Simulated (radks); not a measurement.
# Valence configurations of W

An exercise on one series of results from a longer session: the logs are not shown, and one member is left open.

The numbers are computed with radks (a radial shooting solver on a logarithmic mesh, Libxc functionals) version 1 (Dirac Kohn-Sham, BLYP, spin-unpolarised, spherical densities, finite nucleus; open shells fill j = l - 1/2 first), except any that are marked as measured or tabulated.

### The atom as given

| Quantity | Value |
| --- | --- |
| element | tungsten (Z = 74) |
| charge | 0 |
| electrons | 74 |
| configuration | [Xe] 4f14 5d4 6s2 |
| nuclear rms radius | 5.3658 fm |
| others tried | 4f14 5d4.5 6s1.5; 4f14 5d4 6s1.5 6p0.5; 4f13.5 5d4.5 6s1.5 6p0.5; 4f13 5d5 6s2; 4f13 5d4 6s2 6p1; 4f14 5d3 6s2 6p1; 4f14 5d5 6s1; 4f14 5d2 6s2 6p2; 4f13 5d2 6s2 6p3 |

The first run:

Input:

```text
Z 74
configuration [Xe] 4f14 5d4 6s2
relativity Dirac
functional b88,lyp
spin unpolarised
j_filling energy
nucleus finite rms 5.3658 fm
c 137.035999084
```

Steps of the session up to this table: [Xe] 4f14 5d4 6s2.

One of the session's tables, all rows but one given; the rest of the session is left out.

From the orbitals of this run (lengths in bohr):

```
level     <r>  outermost maximum (interpolated)  90 % within  nodes
5s1/2   1.069                             0.963         1.54      4
5p1/2   1.179                              1.03         1.72      3
5p3/2   1.285                              1.12         1.88      3
4f5/2  0.6034                             0.426         1.00      0
4f7/2       ?                                 ?            ?      ?
6s1/2   3.208                              2.66         4.79      5
5d3/2   2.047                              1.48         3.32      2
5d5/2   2.153                              1.53         3.51      2
```

Estimate the missing values for 4f7/2.

**Answer.** <r>: 0.6131; outermost maximum (interpolated): 0.431; 90 % within: 1.02; nodes: 0. In the column «<r>» it lies between 4f5/2 (0.6034) and 5s1/2 (1.069).
